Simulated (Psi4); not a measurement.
# CHAlFO+ (SMILES [O+]#[C][AlH][F]): a first try and a second

Wanted: the vertical excitations of CHAlFO+, EOM-CCSD/3-21G (sfX2C).

Program for the calculation: Psi4 1.11.

2 further runs of the same task are left out: 2 set aside as unsound or not needed.

## Step 1: The molecule

The species is CHAlFO+ (5 atoms), meant as a singlet with charge +1. SMILES: `[O+]#[C][AlH][F]`. The shape comes from GFN2-xTB, which is rough for such elements, and wasn't checked as a minimum.

Bond lengths: O1–C2 1.103 Å, C2–Al3 2.205 Å, Al3–F4 1.616 Å, Al3–H5 1.492 Å. Angles: O1–C2–Al3 171.0°, C2–Al3–F4 96.6°, C2–Al3–H5 117.4°, F4–Al3–H5 146.0°.

## Step 2: Try one

job.py

```python
import psi4

psi4.set_memory(1600000000)
psi4.set_num_threads(1)
psi4.core.set_output_file('chalfo.out', False)

molecule = psi4.geometry("""
1 1
O      0.875470    -1.765280     1.316800
C      0.590070    -0.886690     0.714870
Al    -0.292060     0.719910    -0.510680
F     -1.742320     0.033220    -0.702740
H      0.568840     1.898850    -0.818240
symmetry c1
""")

psi4.set_options({
    'basis': '3-21G',
    'scf_type': 'pk',
    'roots_per_irrep': [4],
    'max_scf_iter': 100,
    'relativistic': 'x2c',
})

E = psi4.properties("eom-ccsd", properties=['oscillator_strength'], molecule=molecule)
print('E =', round(E, 9))
```

Command:

```sh
$ python job.py
```

chalfo.out:

```text
Error: option MAX_SCF_ITER is not contained in the list of available options.

Did you mean?
```

The script printed:

```text
Error: option MAX_SCF_ITER is not contained in the list of available options.

Did you mean?

Traceback (most recent call last):
  File "job.py", line 17, in <module>
    psi4.set_options({
```

Run time: 0.95 s. Hardware: 1 thread of Intel Xeon Platinum 8488C (Sapphire Rapids), shared host; peak memory 0.14 GiB.

## Step 3: What went wrong

The program refused the input.

The telling line is `Error: option MAX_SCF_ITER is not contained in the list of available options.`. What is wrong: the input text is malformed or holds a word that the program doesn't know.

## Step 4: Try two

chalfo.py

```python
import psi4

psi4.set_memory(1600000000)
psi4.set_num_threads(1)
psi4.set_output_file('psi4.out', False)

mol = psi4.geometry("""
1 1
O      0.875470    -1.765280     1.316800
C      0.590070    -0.886690     0.714870
Al    -0.292060     0.719910    -0.510680
F     -1.742320     0.033220    -0.702740
H      0.568840     1.898850    -0.818240
symmetry c1
""")

psi4.set_options({
    'basis': '3-21G',
    'scf_type': 'pk',
    'roots_per_irrep': [4],
    'relativistic': 'x2c',
})

E = psi4.properties('eom-ccsd', properties=['oscillator_strength'], molecule=mol)
print(f'eom-ccsd energy: {E:.10f} Eh')
```

Command:

```sh
$ python chalfo.py
```

psi4.out:

```text
[...]
  Running in c1 symmetry.
[...]
  Nuclear repulsion =  125.006586218126358
[...]
  Multiplicity = 1
[...]
  Nalpha       = 18
  Nbeta        = 18
[...]
    Number of basis functions: 42
[...]
    WARNING: The X2C and Dirac Hamiltonians have substatially different eigenvalues!
             This is probably caused by the recontraction of the basis set.
[...]
   @RHF iter   1:  -452.36899478013203   -9.70115e-01   1.09125e-02 DIIS/ADIIS
[...]
   @RHF iter  16:  -452.47076410916969    0.00000e+00   2.56239e-11 DIIS
[...]
    Orbital Energies [Eh]
    ---------------------
    Doubly Occupied:
       1A    -58.515331     2A    -26.357804     3A    -20.890747
       4A    -11.614794     5A     -5.206905     6A     -3.493123
       7A     -3.492918     8A     -3.491752     9A     -1.842073
      10A     -1.747170    11A     -1.056332    12A     -0.934780
      13A     -0.909353    14A     -0.908996    15A     -0.847637
      16A     -0.812647    17A     -0.812360    18A     -0.738894
[...]
  @RHF Final Energy:  -452.47076410916969
   => Energetics <=
    Nuclear Repulsion Energy =            125.0065862181263583
    One-Electron Energy =                -867.6074688686749141
    Two-Electron Energy =                 290.1301185413788630
    Total Energy =                       -452.4707641091696928
[...]
 Multipole Moments:
 ------------------------------------------------------------------------------------
     Multipole            Electronic (a.u.)      Nuclear  (a.u.)        Total (a.u.)
 ------------------------------------------------------------------------------------
 L = 1.  Multiply by 2.5417464519 to convert [e a0] to [Debye]
 Dipole X            :         -0.8895010            2.2126737            1.3231726
 Dipole Y            :          0.1450886            0.8632822            1.0083708
 Dipole Z            :         -0.4352591            0.3966774           -0.0385817
 Magnitude           :                                                    1.6640571
[...]
      * MP2 total energy                      = -452.850487237422271
[...]
      * CCSD total energy                     = -452.849179508287421
[...]
                     Excitation Energy              Total Energy
[...]
	                   Ground State -> Excited State Transitions
[...]
	                   Ground State -> Excited State Transitions
	                   Excitation Energy          OS       RS        RS     Einstein A
[...]
	                   Excited State -> Excited State Transitions
	                        Excitation Energy          OS       RS        RS     Einstein A
[...]
```

The script printed:

```text
eom-ccsd energy: -452.5215898063 Eh
```

Run time: 27 s. Hardware: 1 thread of Intel Xeon Platinum 8488C (Sapphire Rapids), shared host; peak memory 0.51 GiB.

The roots found:

| excited state | energy (eV) | strength |
| --- | --- | --- |
| 1 | 7.482 | 0.0232 |
| 2 | 8.515 | 0.0268 |
| 3 | 8.762 | 0.0201 |
| 4 | 8.914 | 0.0256 |

## Step 5: Outcome

At EOM-CCSD/3-21G (sfX2C):

```
                             quantity          value
    ground-state or mean-field energy  -452.84918 Eh
  HOMO energy (Hartree–Fock orbitals)      -20.11 eV
  LUMO energy (Hartree–Fock orbitals)       -5.12 eV
HOMO–LUMO gap (Hartree–Fock orbitals)       14.99 eV
                        T1 diagnostic          0.014
             lowest excitation energy        7.48 eV
```

In words: The brightest of the 4 transitions from the ground state lies at 8.51 eV (146 nm, f = 0.027); the lowest, at 7.48 eV, has f = 0.023. The basis has no diffuse functions, so Rydberg states are missing or pushed up, and the true lowest state may lie lower.
